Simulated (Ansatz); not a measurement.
# The pair GeH₄···H₂Se: a pair, distance and slip

A grid of calculations on the pair GeH₄···H₂Se, to see where the energy is lowest and how it rises around there.

Method: RKS B3LYP-D4/def2-TZVPD; program: Ansatz 0.2.0.

### 1 Where the work starts

8 atoms, charge 0, spin multiplicity 1.

Atoms are counted from 1 here; the program's logs count them from 0.

Bond lengths: Ge1–H2 1.545 Å, Ge1–H3 1.545 Å, Ge1–H4 1.549 Å, Ge1–H5 1.544 Å, Se6–H7 1.484 Å, Se6–H8 1.484 Å. Angles: H2–Ge1–H3 109.5°, H2–Ge1–H4 109.1°, H2–Ge1–H5 109.9°, H3–Ge1–H4 109.0°, H3–Ge1–H5 109.8°, H4–Ge1–H5 109.5°, H7–Se6–H8 90.6°.

Coordinates:

```
Ge    0.03462    0.06360   -1.46320
H     0.22242   -1.39782   -0.99815
H    -1.15033    0.70011   -0.70215
H    -0.27379    0.07728   -2.98145
H     1.32316    0.86935   -1.19306
Se    0.64307   -0.09477    2.47525
H    -0.37835   -1.15023    2.26374
H    -0.42079    0.93248    2.59881
```

This geometry comes from a loose relaxation at PBE in a small basis, which is not shown.

### 5 Plan of the scan

The axes are (1) separation of Ge1 and Se6 along their line in the relaxed pair: 9 values from 3.419 to 6.019 Å; (2) sideways slip of Se6, H7, H8: 9 values from −3.00 Å.

Nothing else is relaxed (both partners rigid). Energies count from the two partners far apart, frozen as in the relaxed pair, each in its own basis (no counterpoise correction). Points are written as (first, second).

(The set-up runs are not shown.)

### 6 Point (3.419 Å, −0.75 Å)

input.yaml

```yaml
crystal:
  periodic: [false, false, false]
  atoms:
    - { symbol: Ge, position_ang: [0.034692, 0.064709, -1.494321] }
    - { symbol: H, position_ang: [0.221796, -1.387533, -1.032705] }
    - { symbol: H, position_ang: [-1.142287, 0.696886, -0.737394] }
    - { symbol: H, position_ang: [-0.270738, 0.079365, -3.002531] }
    - { symbol: H, position_ang: [1.315272, 0.865592, -1.226106] }
    - { symbol: Se, position_ang: [-0.05366, -0.529732, 1.953996] }
    - { symbol: H, position_ang: [-1.059456, -1.581055, 1.740906] }
    - { symbol: H, position_ang: [-1.101579, 0.495122, 2.072564] }
basis:
  gaussian: { orbitals: def2-TZVPD }
hamiltonian:
  xc: { name: B3LYP }
  dispersion: d4
output:
  forces: true
```

Run with:

```bash
$ ansatz run input.yaml --threads 1 --pin off --max-ram 2560MiB --backend cpu --events-out ev --progress --plain --runs-dir out
```

Further runs follow: the other points that were computed.

**Question.** What will these runs give? Wanted: lowest point; highest computed point; dipole moment.

**Answer**, as computed:

```
               quantity                                                                              value
           lowest point                                                    (4.078 Å, 0.00 Å), −5.28 kJ/mol
 highest computed point                                   (3.419 Å, 0.75 Å), 11.03 kJ/mol above the lowest
      dipole moment (D)  0.45 at (3.419 Å, 1.50 Å) to 0.71 at (3.419 Å, −2.25 Å); 0.59 at the lowest point
time for the whole task                                                   8.3 min on 1 thread, shared host
```

What this shows: The lowest computed point is at (4.078 Å, 0.00 Å), −5.28 kJ/mol from the two partners far apart, frozen as in the relaxed pair, each in its own basis (no counterpoise correction). The grid is coarse, so the lowest point of the scanned range may lie between grid points; coordinates that were held can hide deeper minima. The grid shows no other well, apart from its symmetry copies. The highest computed point, (3.419 Å, 0.75 Å), lies 11.03 kJ/mol above the lowest. Round the minimum the two coordinates are nearly uncoupled. No counterpoise correction was made, so wells between separate parts tend to come out somewhat too deep.
